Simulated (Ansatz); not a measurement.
The system is RuW.

```
W Ru
1.0
     2.76681    0.00000    0.00000
    -1.38340    2.39613    0.00000
     0.00000    0.00000    4.46224
W Ru
1 1
Direct
  0.66667 0.33333 0.00000
  0.00000 0.00000 0.50000
```

The cell comes from a database or a generator and needn't be the stable form of this composition.

| Property | Result |
| --- | --- |
| Program | Ansatz 0.2.0 |
| Task | relaxation of cell and atoms |
| Functional | revPBE |
| Potentials or basis | Ansatz PAW |
| Cutoff | 420 eV (not typed: the program's choice for these potentials) |
| k mesh | 11 × 11 × 6 |
| Occupations | fermi-dirac, width 0.05 eV |
| Spin | no spin polarisation |

At the start: volume 14.79 Å³/atom.

Task: Where does the relaxation end?

Result: It ends after 4 steps and the volume is 15.13 Å³/atom (+2.3 %); space group P-6m2 (No. 187, to 0.05 Å).

Step by step:
```csv
step,energy change (eV),largest force (eV/Å),volume (Å³)
1,0.0000,0.0000,29.58
2,-0.0164,0.0000,30.33
3,-0.0166,0.0000,30.27
4,-0.0169,0.0000,30.27
```

Final structure:
```yaml
crystal:
  lattice:
    - [2.79756, 0.00000, 0.00000]
    - [-1.39878, 2.42276, 0.00000]
    - [0.00000, 0.00000, 4.46557]
  atoms:
    - { symbol: W, position: [0.66667, 0.33333, 0.00000] }
    - { symbol: Ru, position: [0.00000, 0.00000, 0.50000] }
```

Caveat: the plane-wave basis is chosen anew once the cell has moved, so the energies of steps on either side of that aren't comparable; the PAW data sets come from PBE, with cores solved anew for the run's functional, which leaves a small shift of forces and pressure.
